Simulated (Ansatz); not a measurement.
Crystal: LuBe.

```
Lu Be
1.0
     3.32037    0.00000    0.00000
     0.00000    3.32037    0.00000
     0.00000    0.00000    3.32037
Lu Be
1 1
Direct
  0.00000 0.00000 0.00000
  0.50000 0.50000 0.50000
```

The cell was built by a generator and needn't be a form met in nature.

Base run:

| Quantity | Value |
| --- | --- |
| Program | Ansatz 0.2.0 |
| Functional | LDA |
| Potentials or basis | Ansatz PAW |
| Cutoff | 420 eV (not typed: the program's choice for these potentials) |
| k mesh | 8 × 8 × 8 |
| Occupations | fermi-dirac, width 0.05 eV |
| Spin | no spin polarisation |

Its results: band gap on the k mesh none (metal or under the smearing width); pressure -5.4 GPa.

**Question.** The run is repeated on the same cell with these changes: functional from LDA to RPBE. What comes out?

**Answer.** Band gap on the k mesh none (metal or under the smearing width); pressure 2.3 GPa.

RPBE binds less tightly than LDA, so the same cell stands under more pressure.

Caveats: spin-orbit coupling is left out, which moves the levels of the heavy elements; the PAW data sets come from PBE, with cores solved anew for the run's functional, which leaves a small shift of forces and pressure.
